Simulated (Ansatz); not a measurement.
# TaO3: a one-atom displacement scan

This session takes TaO3 and sets out to map the energy as atom 1 (Ta) is pushed off its site.

Computed with Ansatz 0.2.0 (DFT r2SCAN, scalar-relativistic, plane waves, PAW, unless a step's input says otherwise).

2 further runs of the same task are left out: 2 set aside as unsound or not needed.

## (1) The system as given

The structure is cubic, space group Pm-3m (No. 221). Conventional cell: a = 3.928 Å, b = 3.928 Å, c = 3.928 Å, α = 90.00°, β = 90.00°, γ = 90.00°. Around Ta (site symmetry m-3m) lie 6 O at 1.96 Å. O (site symmetry 4/mmm) is surrounded by 2 Ta at 1.96 Å.

As a file:

```
Ta O
1.0
     3.92764    0.00000    0.00000
     0.00000    3.92764    0.00000
     0.00000    0.00000    3.92764
Ta O
1 3
Direct
  0.50000 0.50000 0.50000
  0.00000 0.50000 0.50000
  0.50000 0.50000 0.00000
  0.50000 0.00000 0.50000
```

It goes back to an entry of the Materials Project, which need not be the stable form.

This cell was relaxed beforehand with the same method: volume 15.15 Å³/atom, gap on the mesh none (metal), site moments up to 0.3 μB.

## (2) Zero of the scan

The input, input.yaml:

```yaml
crystal:
  lattice:
    - [3.9276404689, 0.0, 0.0]
    - [0.0, 3.9276404689, 0.0]
    - [0.0, 0.0, 3.9276404689]
  atoms:
    - { symbol: Ta, position: [0.5, 0.5, 0.5] }
    - { symbol: O, position: [0.0, 0.5, 0.5], spin: 0.38 }
    - { symbol: O, position: [0.5, 0.5, 0.0], spin: 0.38 }
    - { symbol: O, position: [0.5, 0.0, 0.5], spin: 0.38 }
basis:
  ecutwfc: 500
kpoints:
  mp_grid: { grid: [12, 12, 12] }
hamiltonian:
  xc: r2scan
scf:
  occupations: { method: gaussian, width: 0.15 }
output:
  forces: true
  stress: true
  eigenvalues: true
  populations: true
  write_density: true
  write_potential: true
  elf: true
  volumetric_format: npy
magnetization:
  spin_polarized: true
```

Run with:

```console
$ ansatz run input.yaml --threads 1 --pin off --max-ram 2560MiB --backend cpu --events-out ev --progress --plain --runs-dir out
```

## (3) Next: a one-atom displacement scan

Atom 1 (Ta) is moved by x along the Cartesian unit vector (0.577, 0.577, 0.577); the cell and all other atoms stay fixed. Forces below are components along that vector, summed over the moved atoms. In a periodic cell its images move with it.

## (4) Point x = -0.200 Å

Changes to input.yaml since step 2:

```diff
@@ -6,3 +6,3 @@
   atoms:
-    - { symbol: Ta, position: [0.5, 0.5, 0.5] }
+    - { symbol: Ta, position: [0.4706006559, 0.4706006559, 0.4706006559] }
     - { symbol: O, position: [0.0, 0.5, 0.5], spin: 0.38 }
@@ -23,6 +23,2 @@
   populations: true
-  write_density: true
-  write_potential: true
-  elf: true
-  volumetric_format: npy
 magnetization:
```

## (5) At x = 0.133 Å

Changes to input.yaml since step 4:

```diff
@@ -6,3 +6,3 @@
   atoms:
-    - { symbol: Ta, position: [0.4706006559, 0.4706006559, 0.4706006559] }
+    - { symbol: Ta, position: [0.5195946629, 0.5195946629, 0.5195946629] }
     - { symbol: O, position: [0.0, 0.5, 0.5], spin: 0.38 }
```

## (6) Point x = -0.067 Å

Changes to input.yaml since step 5:

```diff
@@ -6,3 +6,3 @@
   atoms:
-    - { symbol: Ta, position: [0.5195946629, 0.5195946629, 0.5195946629] }
+    - { symbol: Ta, position: [0.4901953187, 0.4901953187, 0.4901953187] }
     - { symbol: O, position: [0.0, 0.5, 0.5], spin: 0.38 }
```

(Steps that only read results are left out.)

Before running it: what results should come out?

As calculated:

```
                                                        quantity       value
force constant along x, from the points at -0.067, 0 and 0.133 Å  6.47 eV/Å²
```

In words: The restoring force grows by 6.47 eV/Å per Å near the site; for the mass of Ta against a rigid frame that is a vibration of about 99 cm⁻¹. The step of 0.13 Å is wide, so anharmonic terms mix in. The undisturbed cell stays the lowest of the sampled points. The magnetic state reached may not be the lowest one. The runs treat Ta without spin-orbit coupling. The small moment in this metal comes from r2SCAN alone, which enlarges such moments; no other functional was run here.
